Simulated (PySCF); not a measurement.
**C₄H₄ClFO: electronic excitations and core binding energies**

What electronic excitations and core binding energies should C₄H₄ClFO (`C/C=C(\Cl)C(=O)F`) show?

Computed with PySCF 2.14.0, with density-fitted response routines of our own, on a single molecule in the gas phase. Atoms are numbered from 0 throughout.

## 1. The molecule as given

11 atoms, charge 0, multiplicity 1; geometry from: GFN2-xTB.

Bonds of the start (Å): C0–C1 1.48, C1–C2 1.34, C2–Cl3 1.73, C2–C4 1.46, C4–O5 1.18, C4–F6 1.37, C0–H7 1.09, C0–H8 1.09, C0–H9 1.09, C1–H10 1.08.

## 2. Ultraviolet spectrum: PBE0/def2-SVPD

The job: settings as JSON, then the geometry in Å.

```
{"job": {"kind": "uv", "xc": "PBE0", "basis": "def2-SVPD", "nstates": 8, "ntriplets": 3}, "charge": 0, "multiplicity": 1}
C     -1.736584    -0.308348     0.032948
C     -0.267753    -0.460339     0.105097
C      0.629635     0.507567    -0.118658
Cl     0.191200     2.126747    -0.538472
C      2.078599     0.321270    -0.029163
O      2.950946     1.105339    -0.161147
F      2.390277    -0.984207     0.253007
H     -2.017025     0.697846    -0.262203
H     -2.145191    -1.025100    -0.678416
H     -2.174270    -0.536309     1.004512
H      0.105590    -1.441796     0.366531
```

Level: TDDFT PBE0/def2-SVPD, vertical, gas phase, core orbitals frozen in the response.

Run with:

```sh
OMP_NUM_THREADS=1 python probes_run.py task.json out
```

One launch serves the whole session: the jobs run in the order shown.

**Question.** This job is followed by: delta-SCF UKS SCAN, pcX-2 on the ionised atom, pcseg-1 elsewhere, spin-free X2C. What will the session give for the following? lowest singlet (PBE0/def2-SVPD); brightest of those computed; lowest triplet; C1s binding energies; Cl1s binding energies; Cl2p binding energies; O1s binding energies; F1s binding energies.

**Answer**, as computed:

```
                       quantity                                          value
lowest singlet (PBE0/def2-SVPD)                    5.22 eV (238 nm), f = 0.000
    brightest of those computed                    state 5, 7.40 eV, f = 0.271
                 lowest triplet                                        3.40 eV
           C1s binding energies  C4 295.68, C2 292.81, C0 291.59, C1 291.57 eV
          Cl1s binding energies                                 Cl3 2829.39 eV
          Cl2p binding energies                                  Cl3 207.34 eV
           O1s binding energies                                   O5 538.54 eV
           F1s binding energies                                   F6 693.11 eV
```

**Reading.** The first singlet state (HOMO−1→LUMO 0.83, HOMO−2→LUMO 0.14) lies at 5.22 eV and is dark; the strongest absorption computed is state 5 at 7.40 eV. The lowest triplet lies 1.82 eV below the lowest singlet (triplets in Tamm-Dancoff, singlets in full TDDFT). C4 (carbonyl carbon) binds its C1s electron 4.11 eV more tightly than C1 (β carbon of a C=C–C=O unit).
